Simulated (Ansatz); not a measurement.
# B8P8 wurtzite off sphere (B8P8H22): geometry, orbitals and charge

What does B8P8 wurtzite off sphere (B8P8H22) look like as a singlet, and where do its frontier electrons sit?

The runs use Ansatz 0.2.0, Gaussian basis; RKS PBE0-D4/def2-TZVP.

Plan: relaxation at PBE-D4/def2-SVP; a single point at PBE0-D4/def2-TZVP.

1 further run of the same task is left out (set aside as unsound or not needed).

## (1) The starting structure

38 atoms, charge 0, spin multiplicity 1.

Atoms are counted from 1 here; the program's logs count them from 0.

Bond lengths: B1–P2 1.944 Å, B1–P3 1.933 Å, B1–H17 1.190 Å, B1–H18 1.190 Å, P2–B5 1.934 Å, P2–H19 1.393 Å, P2–H20 1.392 Å, P3–B4 1.943 Å, P3–B11 1.948 Å, P3–H21 1.405 Å, B4–P6 1.963 Å, B4–P7 1.943 Å, B4–H22 1.191 Å, B5–P6 1.945 Å, B5–P12 1.951 Å, B5–H23 1.188 Å, P6–B9 1.945 Å, P6–H24 1.409 Å and more. Angles: P2–B1–P3 102.9°, P2–B1–H17 109.1°, P2–B1–H18 109.3°, P3–B1–H17 110.4°, P3–B1–H18 110.5°, H17–B1–H18 114.0°, B1–P2–B5 117.2°, B1–P2–H19 112.4°, B1–P2–H20 112.4°, B5–P2–H19 108.7°, B5–P2–H20 108.6°, H19–P2–H20 95.3°, B1–P3–B4 112.3°, B1–P3–B11 111.4°, B1–P3–H21 108.7°, B4–P3–B11 111.2°, B4–P3–H21 106.8°, B11–P3–H21 106.2° and more.

The start is a GFN2-xTB geometry.

## (2) Optimising with PBE-D4/def2-SVP

in.yaml reads:

```yaml
crystal:
  periodic: [false, false, false]
  atoms:
    - {symbol: B, position_ang: [0.422220, -3.470740, -1.048280]}
    - {symbol: P, position_ang: [0.423640, -3.366350, 0.893330]}
    - {symbol: P, position_ang: [0.426470, -1.612040, -1.580380]}
    - {symbol: B, position_ang: [-1.173650, -0.676390, -0.999300]}
    - {symbol: B, position_ang: [0.420880, -1.601890, 1.684150]}
    - {symbol: P, position_ang: [-1.108530, -0.640380, 0.962730]}
    - {symbol: P, position_ang: [-1.182750, 1.178510, -1.577310]}
    - {symbol: B, position_ang: [-2.792830, 2.105510, -1.041750]}
    - {symbol: B, position_ang: [-1.174130, 1.163510, 1.686900]}
    - {symbol: P, position_ang: [-2.700630, 2.050100, 0.899290]}
    - {symbol: B, position_ang: [2.037070, -0.702020, -0.970270]}
    - {symbol: P, position_ang: [1.959490, -0.620640, 0.994090]}
    - {symbol: P, position_ang: [1.918980, 1.109180, -1.612470]}
    - {symbol: B, position_ang: [0.411510, 2.117570, -0.967360]}
    - {symbol: B, position_ang: [2.048350, 1.179660, 1.705550]}
    - {symbol: P, position_ang: [0.444820, 2.006490, 0.997490]}
    - {symbol: H, position_ang: [-0.578670, -4.003740, -1.408280]}
    - {symbol: H, position_ang: [1.417250, -4.010270, -1.414410]}
    - {symbol: H, position_ang: [-0.603520, -4.113390, 1.465080]}
    - {symbol: H, position_ang: [1.454880, -4.106680, 1.463630]}
    - {symbol: H, position_ang: [0.446920, -1.546380, -2.983280]}
    - {symbol: H, position_ang: [-2.154250, -1.241530, -1.371430]}
    - {symbol: H, position_ang: [0.405480, -1.628710, 2.871560]}
    - {symbol: H, position_ang: [-2.260000, -1.302180, 1.434410]}
    - {symbol: H, position_ang: [-1.116390, 1.166550, -2.980250]}
    - {symbol: H, position_ang: [-3.756600, 1.509210, -1.403870]}
    - {symbol: H, position_ang: [-2.758740, 3.237800, -1.404790]}
    - {symbol: H, position_ang: [-1.203240, 1.160580, 2.874400]}
    - {symbol: H, position_ang: [-3.859910, 1.530650, 1.469900]}
    - {symbol: H, position_ang: [-2.825940, 3.311670, 1.473200]}
    - {symbol: H, position_ang: [3.022420, -1.242990, -1.356660]}
    - {symbol: H, position_ang: [3.085330, -1.327930, 1.441200]}
    - {symbol: H, position_ang: [1.938400, 1.123300, -3.007700]}
    - {symbol: H, position_ang: [3.115780, 1.798230, -1.443270]}
    - {symbol: H, position_ang: [0.435260, 3.242540, -1.351000]}
    - {symbol: H, position_ang: [2.007210, 1.153450, 2.894500]}
    - {symbol: H, position_ang: [3.011730, 1.735160, 1.262030]}
    - {symbol: H, position_ang: [0.395690, 3.334590, 1.448610]}
basis:
  gaussian: {orbitals: def2-SVP}
hamiltonian: {xc: pbe, dispersion: d4}
scf: {lower_state_search: "off"}
output: {orbitals: {seedname: orbitals}}
relax: {f_tol: 0.03, max_steps: 70}
```

The run is started by

```sh
$ ansatz run in.yaml --threads 2 --pin off --events-out ev --progress --plain --max-ram 32768MiB --backend cuda --devices 0, --max-vram 18GiB
```

Further steps of the session: Single point, PBE0-D4/def2-TZVP.

Q: Predict the results of all the runs planned. Wanted: point group; commonest bond, hydrogen aside; HOMO, LUMO at PBE0-D4/def2-TZVP; dipole at PBE-D4/def2-SVP.

As calculated:

| quantity | value |
| --- | --- |
| point group | Cs |
| commonest bond, hydrogen aside | B–P, 21 of mean length 1.964 Å |
| HOMO, LUMO at PBE0-D4/def2-TZVP | -7.14, -0.93 eV |
| dipole at PBE-D4/def2-SVP | 0.52 D |

In words: The molecule keeps its bonding pattern by the stored test; the atoms moved 0.05 Å (rms). No usable vibrations, so a minimum isn't proven. Whether this spin is the lowest isn't tested here. The point group is read from a loosely relaxed geometry; soft torsions can leave it below the true symmetry.
